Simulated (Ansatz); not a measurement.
# Ag atom: energies up the ladder

Aim: energies up the ladder, for Ag atom, with the cost of each level. Spin multiplicity 2.

Program: Ansatz 0.2.0. Level of theory: the levels named in each step. These are calculated values, not measurements.

## 1. The structure to begin with

As a file:

```xyz
1

Ag    0.0000    0.0000    0.0000
```

## 2. Single point, PBE0/def2-TZVPP

Contents of input.yaml:

```yaml
crystal:
  periodic: [false, false, false]
  atoms:
    - { symbol: Ag, position_ang: [0.0, 0.0, 0.0] }
magnetization:
  spin_polarized: true
  initial_magnetization: 1
basis:
  gaussian: { orbitals: def2-TZVPP }
hamiltonian:
  xc: pbe0
```

Run with:

```sh
$ ansatz run input.yaml --threads 1 --pin off --max-ram 2560MiB --backend cpu --events-out ev --progress --plain --runs-dir out
```

Further steps of the session: Single point, PBE/def2-TZVPP; Single point, r2SCAN/def2-TZVPP; Single point, B3LYP/def2-TZVPP; Single point, wB97M-V/def2-TZVPP; Single point, B2PLYP/def2-TZVPP; Single point, LDA/def2-TZVPP; Single point, PBE0/def2-SVP; Single point, PBE/def2-SVP.

**Question.** What will these runs give? Wanted: energy at PBE/def2-SVP.

The runs gave:

```
              quantity         value
energy at PBE/def2-SVP  -3998.591 eV
```

**Reading.** These totals serve in differences with atoms or fragments at the same level; alone they don't rank the methods. Heavy atoms carry effective core potentials in def2 sets, and spin-orbit coupling is left out.
